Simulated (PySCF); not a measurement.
Crystal: OGaFBrH, in a box.

```xyz
5
Lattice="11.0000 0.0000 0.0000 0.0000 13.0000 0.0000 0.0000 0.0000 13.0000" Properties=species:S:1:pos:R:3 pbc="T T T"
O     4.7462    4.9113    7.3504
Ga    5.2428    6.3614    6.4807
F     4.8990    6.4046    4.7816
Br    6.2798    8.1307    7.4248
H     4.9607    4.9386    8.2864
```

Program: PySCF 2.14.0. Alike in all runs: task atomic charges; potentials or basis def2-svp (all-electron); no spin polarisation; cell as given; k mesh 1 × 1 × 1; smearing fixed.

Q: Order these runs on this cell by their band gap on the k mesh, lowest first.
A. level TM
B. level OLYP+D3(BJ); three-body dispersion term no
C. level SVWN5

A: C (4.90 eV), B (5.11 eV), A (5.33 eV).

Caveats: this is a molecule in a periodic box at the Γ point, so its band gap is the HOMO-LUMO gap; relativity is left out, which matters for the heavier elements; the basis of atomic orbitals isn't converged, which shifts pressures, moduli and gaps.

A k mesh can miss the band edges.

Not every run made on this cell is shown here.
